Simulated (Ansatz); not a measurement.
# GaH₆NOSi: one species, many methods

An exercise on one series of results from a longer session: the logs are not shown, and one member is left open.

Program: Ansatz 0.2.0, Gaussian basis. Level of theory: functionals in def2-TZVPP, the program's frozen cores in correlated methods. These are calculated values, not measurements.

The runs, in order: LDA (SPW92), PBE-D4, revPBE-D4, BLYP-D4, r2SCAN-D4, B97M-V, PBE0-D4, B3LYP-D4, r2SCANh-D4, r2SCAN0-D4, HSE06-D4, BHLYP-D4, CAM-B3LYP-D4, LC-ωPBE, ωB97X-V, ωB97M-V, B2PLYP, PBE-QIDH; CCSD(T)/def2-SVP; CCSD(T)/def2-TZVPP; MP2/def2-QZVPP; extrapolation to the limit; RPA on PBE.

## The geometry

An earlier PBE0-D4 in a triple-zeta def2 set relaxation fixed the geometry.

SMILES `[NH2][GaH][O][SiH3]`, 10 atoms, charge 0, spin multiplicity 1.

Atoms are counted from 1 here; the program's logs count them from 0.

Bond lengths: N1–Ga2 1.801 Å, N1–H5 1.004 Å, N1–H6 1.005 Å, Ga2–O3 1.786 Å, Ga2–H7 1.548 Å, O3–Si4 1.625 Å, Si4–H8 1.489 Å, Si4–H9 1.493 Å, Si4–H10 1.489 Å. Angles: Ga2–N1–H5 124.5°, Ga2–N1–H6 122.7°, H5–N1–H6 112.8°, N1–Ga2–O3 112.1°, N1–Ga2–H7 126.8°, O3–Ga2–H7 121.1°, Ga2–O3–Si4 139.8°, O3–Si4–H8 110.2°, O3–Si4–H9 111.6°, O3–Si4–H10 110.2°, H8–Si4–H9 108.1°, H8–Si4–H10 108.5°, H9–Si4–H10 108.1°.

The first run:

Input file in.yaml:

```yaml
crystal:
  periodic: [false, false, false]
  atoms:
    - {symbol: N, position_ang: [-1.227092, 1.567245, -1.569174]}
    - {symbol: Ga, position_ang: [0.185020, 0.600040, -1.009852]}
    - {symbol: O, position_ang: [-0.157619, -0.269718, 0.511693]}
    - {symbol: Si, position_ang: [0.569631, -1.281182, 1.554719]}
    - {symbol: H, position_ang: [-1.239125, 2.128139, -2.402208]}
    - {symbol: H, position_ang: [-2.097230, 1.598185, -1.066295]}
    - {symbol: H, position_ang: [1.563389, 0.483529, -1.704388]}
    - {symbol: H, position_ang: [-0.190167, -2.557819, 1.647596]}
    - {symbol: H, position_ang: [1.964266, -1.600544, 1.128161]}
    - {symbol: H, position_ang: [0.628918, -0.667865, 2.909748]}
basis:
  gaussian: {orbitals: def2-TZVPP}
hamiltonian: {xc: lda}
output: {orbitals: {seedname: orbitals}}
```

Started as:

```
ansatz run in.yaml --threads 4 --pin off --events-out ev --progress --plain --max-ram 10444MiB
```

Steps of the session up to this table: LDA; PBE-D4 (GGA); revPBE-D4 (GGA); BLYP-D4 (GGA); r2SCAN-D4 (meta-GGA); B97M-V (meta-GGA); B3LYP-D4 (hybrid); r2SCANh-D4 (hybrid); r2SCAN0-D4 (hybrid); HSE06-D4 (hybrid); BHLYP-D4 (hybrid); CAM-B3LYP-D4 (range-separated); LC-ωPBE (range-separated); ωB97X-V (range-separated); ωB97M-V (range-separated); B2PLYP (double hybrid); PBE-QIDH (double hybrid).

One table of the session follows, with a row left open; its other results are not shown here.

| functional | HOMO (eV) | gap (eV) |
| --- | --- | --- |
| LDA (SPW92) | -6.36 | 4.92 |
| PBE-D4 | -6.17 | 4.99 |
| revPBE-D4 | -6.10 | 5.03 |
| BLYP-D4 | -6.05 | 4.91 |
| r2SCAN-D4 | -6.46 | 5.58 |
| B97M-V | -6.54 | 5.40 |
| PBE0-D4 | -7.54 | 7.15 |
| B3LYP-D4 | -7.30 | 6.63 |
| r2SCANh-D4 | -6.97 | 6.37 |
| r2SCAN0-D4 | ? | ? |
| HSE06-D4 | -7.13 | 6.37 |
| BHLYP-D4 | -8.83 | 9.15 |
| CAM-B3LYP-D4 | -8.98 | 9.46 |
| LC-ωPBE | -10.40 | 12.07 |
| ωB97X-V | -10.01 | 11.52 |
| ωB97M-V | -9.93 | 11.18 |

Estimate the missing values for r2SCAN0-D4.

Worked estimate for «HOMO (eV)». Against the share of exact exchange, r2SCAN-D4 (0, -6.46), r2SCANh-D4 (0.1, -6.97) give a slope of -5.10 per unit share; at 0.25 the line stands at -7.73.

As computed: HOMO (eV): -7.75; gap (eV): 7.54. In «HOMO (eV)» the line misses by +0.02.
